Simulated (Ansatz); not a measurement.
This script makes relaxations under a series of pressures of NbTc, space group Cmmm with Ansatz 0.2.0, Python API.

`nbtc.py`:
```python
# -*- coding: utf-8 -*-
"""Cell of NbTc under pressure."""

import ansatz as az
import numpy as np
import pandas as pd
from pymatgen.core import Lattice, Structure
from pymatgen.io.ase import AseAtomsAdaptor

CUTOFF_EV = 550
FUNCTIONAL = "lda"
KGRID = (11, 11, 7)
SMEARING = "gaussian"
SIGMA = 0.1
MAX_SCF = 60

def edges_and_angles(cell):
    cell = np.asarray(cell)
    a, b, c = np.linalg.norm(cell, axis=1)
    cosines = cell[1] @ cell[2] / (b * c), cell[0] @ cell[2] / (a * c), cell[0] @ cell[1] / (a * b)
    return (a, b, c, *np.degrees(np.arccos(cosines)))


def main():
    pmg_structure = Structure(
        Lattice([[1.59333, -2.29839, 0.0], [1.59333, 2.29839, 0.0], [0.0, 0.0, 4.41447]]),
        ["Nb", "Tc"],
        [
            [0.0, 0.0, 0.0],
            [0.5, 0.5, 0.5],
        ],
    )
    cell = az.Crystal.from_ase(AseAtomsAdaptor.get_atoms(pmg_structure))

    base = (
        cell.calculation()
        .basis(CUTOFF_EV)
        .functional(FUNCTIONAL)
        .kpoints(*KGRID, center="gamma")
        .occupations(SMEARING, width=SIGMA)
        .scf(max_iterations=MAX_SCF)
    )

    # H = F + PV, with 1 GPa A^3 = 1/160.21766 eV
    rows = []
    for pressure in [-2, 0, 2, 5, 10]:
        result = base.relax(cell=True, pressure=pressure, max_steps=30).run(threads=1, backend="cpu")
        cell = result.lattice.cell_ang
        n_atoms = len(result.lattice.sites)
        volume = abs(np.linalg.det(cell)) / n_atoms
        enthalpy = result.report["free_energy_ev"] / n_atoms + pressure * volume / 160.21766
        rows.append((pressure, volume, enthalpy, *edges_and_angles(cell)))
        print(f"{pressure} GPa done: {volume:.4f} A^3/atom")

    table = pd.DataFrame(rows, columns=["P_GPa", "V_A3_atom", "H_eV_atom", "a", "b", "c", "alpha", "beta", "gamma"])
    print(table.round(4).to_string(index=False))
    p, v = np.array([row[0] for row in rows], float), np.array([row[1] for row in rows])
    print("mean bulk modulus between rows (GPa):", np.round(-np.diff(p) / np.diff(np.log(v)), 1))


if __name__ == "__main__":
    main()
```

From its runs, with one value withheld:

| P (GPa) | relaxed V (Å³/atom) |
| --- | --- |
| -2 | 15.481 |
| 0 | 15.361 |
| 2 | ? |
| 5 | 15.081 |
| 10 | 14.826 |

What volume does the cell relax to at 2 GPa?

Murnaghan's form V = V0 (1 + B' P / B0)^(-1/B') through the 4 rows shown gives V0 = 15.361 Å³, B0 = 261.2 GPa and B' = 4.24, and so 15.246 Å³ an atom at 2 GPa. The run gave 15.245 Å³, 0.00 % away.

At a fixed pressure a relaxation lowers the enthalpy F + PV, while F alone can rise. The mesh is modest for a metal, so energies can be off by several to tens of meV an atom and pressures by half a GPa or more; differences at equal mesh fare better. This cell is a computed structure, which may not be the phase found in nature. Symmetry holds the cell in this phase, whether or not it is the stable one at each pressure. Timing: 6.7 min on 1 thread of Arm Neoverse N1, with other jobs on the host, peak memory 0.58 GiB.
